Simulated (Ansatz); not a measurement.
**GeH4O2 (SMILES [OH][GeH2][OH]): PBE/cc-pVDZ**

Aim: the electronic atomisation energy of GeH4O2 at PBE/cc-pVDZ, from 4 runs. 

The results are computed with Ansatz 0.2.0.

53 further runs of the same task are left out: 53 set aside as unsound or not needed.

### 1 The structure to begin with

The species is GeH4O2 (7 atoms), meant as a singlet with charge 0. As SMILES, `[OH][GeH2][OH]`. The coordinates come from a PBE0-D4/def2-TZVP relaxation. This is one conformer, not always the lowest.

Bond lengths: O1–Ge2 1.776 Å, Ge2–O3 1.773 Å, O1–H4 0.959 Å, Ge2–H5 1.543 Å, Ge2–H6 1.525 Å, O3–H7 0.959 Å. Angles: O1–Ge2–O3 110.8°, O1–Ge2–H5 108.6°, O1–Ge2–H6 106.6°, O3–Ge2–H5 109.7°, O3–Ge2–H6 104.9°, Ge2–O1–H4 113.3°, Ge2–O3–H7 113.6°, H5–Ge2–H6 116.1°.

### 2 A single-point energy at PBE/cc-pVDZ

Input file run.yaml:

```yaml
crystal:
  periodic: [false, false, false]
  atoms:
    - {symbol: O, position_ang: [-1.491300, -0.416000, -0.173900]}
    - {symbol: Ge, position_ang: [0.023500, 0.377000, 0.305300]}
    - {symbol: O, position_ang: [1.347400, -0.798900, 0.400600]}
    - {symbol: H, position_ang: [-1.634900, -0.418700, -1.122100]}
    - {symbol: H, position_ang: [0.363400, 1.460500, -0.739100]}
    - {symbol: H, position_ang: [-0.172500, 0.863100, 1.737300]}
    - {symbol: H, position_ang: [1.625600, -1.135200, -0.453800]}
basis:
  gaussian:
    orbitals: cc-pVDZ
hamiltonian:
  xc: {name: PBE}
accuracy: high
output:
  orbitals: {seedname: orbitals}
```

Started as:

```console
ansatz run run.yaml --threads 1 --pin off --max-ram 3480MiB --events-out events.jsonl --progress --plain --runs-dir runs
```

Standard output:

```text
Warning: RAYON_NUM_THREADS=1 ignored (pool sized by the plan → 1); use --threads N
Functional definition: PBE
  name "PBE"
  parameter kappa = 0.804
  parameter beta = 0.06672455060314922
  exchange = pbe_x(kappa = kappa, mu = beta*pi^2/3)
  correlation = pbe_c(beta = beta)
1673 factors; integrals over basis functions are off by at most 4.6e-9 eV
mean field evaluation 1: about -60654.7076 eV, gradient 7.5e1 eV
mean field evaluation 2: about -60599.2187 eV, gradient 1.8e2 eV
mean field evaluation 4: about -60664.3600 eV, gradient 4.0e0 eV
mean field evaluation 8: about -60664.4176 eV, gradient 6.9e-2 eV
mean field evaluation 16: about -60664.4176 eV, gradient 3.3e-6 eV
mean field -60664.41758064 eV, -2229.3762262695 hartree, gradient 8.6e-8 eV, S^2 0.000000; 0 other end points of the search recorded, 0 dependent functions left out
reference -60664.41758386 eV, -2229.3762263876 hartree; 26, 26 occupied and 49, 49 virtual orbitals, 1673 factors
Total energy: -60664.41758386 eV, -2229.3762263876 hartree
```

It took 4.8 s on 1 thread of Arm Neoverse V2, shared host; peak memory 0.18 GiB.

### 3 The Ge atom

Input file input.yaml:

```yaml
crystal:
  periodic: [false, false, false]
  atoms:
    - {symbol: Ge, position_ang: [0.000000, 0.000000, 0.000000]}
basis:
  gaussian:
    orbitals: cc-pVDZ
total_charge: 0
magnetization:
  spin_polarized: true
  initial_magnetization: 2
hamiltonian:
  xc: pbe
accuracy: high
```

Run the same way, it converges to -2076.57337 Eh (log not shown).

### 4 The H atom at the same level

Input file job.yaml:

```yaml
crystal:
  periodic: [false, false, false]
  atoms:
    - {symbol: H, position_ang: [0.000000, 0.000000, 0.000000]}
basis:
  gaussian:
    orbitals: cc-pVDZ
magnetization:
  spin_polarized: true
  initial_magnetization: 1
hamiltonian:
  xc: pbe
accuracy: high
```

Started as:

```console
ansatz run job.yaml --threads 1 --pin off --max-ram 3480MiB --events-out events.jsonl --progress --plain --runs-dir runs
```

Standard output (excerpt; [...] marks lines left out):

```text
Warning: RAYON_NUM_THREADS=1 ignored (pool sized by the plan → 1); use --threads N
[... 6 set-up lines as earlier in the session ...]
15 factors; integrals over basis functions are off by at most 4.6e-8 eV
mean field evaluation 1: about -13.5665 eV, gradient 4.0e-1 eV
mean field evaluation 2: about -13.5663 eV, gradient 4.0e-1 eV
mean field evaluation 4: about -13.5684 eV, gradient 5.5e-6 eV
mean field evaluation 8: about -13.5684 eV, gradient 1.6e-10 eV
mean field -13.56836056 eV, -0.4986280535 hartree, gradient 1.2e-10 eV, S^2 0.750000; 0 other end points of the search recorded, 0 dependent functions left out
reference -13.56836236 eV, -0.4986281198 hartree; 1, 0 occupied and 4, 5 virtual orbitals, 15 factors
Total energy: -13.56836236 eV, -0.4986281198 hartree
```

Wall time 0.1 s (1 thread of Arm Neoverse V2, shared host).

### 5 The O atom

Input file run.yaml:

```yaml
basis:
  gaussian:
    orbitals: cc-pVDZ
crystal:
  periodic: [false, false, false]
  atoms:
    - {symbol: O, position_ang: [0.000000, 0.000000, 0.000000]}
hamiltonian:
  xc: {name: PBE}
accuracy: high
magnetization:
  spin_polarized: true
  initial_magnetization: 2
```

Run the same way, it converges to -74.98142 Eh (log not shown).

### 6 Results

At PBE/cc-pVDZ:

```
                     quantity           value
       molecule: total energy  -2229.37623 Eh
        molecule: HOMO energy        -6.64 eV
        molecule: LUMO energy        -0.08 eV
      molecule: HOMO–LUMO gap         6.55 eV
        Ge atom: total energy  -2076.57337 Eh
                Ge atom: ⟨S²⟩           2.002
         H atom: total energy     -0.49863 Eh
                 H atom: ⟨S²⟩           0.750
         O atom: total energy    -74.98142 Eh
                 O atom: ⟨S²⟩           2.002
electronic atomisation energy       23.008 eV
```

**Reading.** Taking the molecule apart into free atoms costs 23.01 eV (531 kcal/mol), before zero-point energy and without spin-orbit coupling.
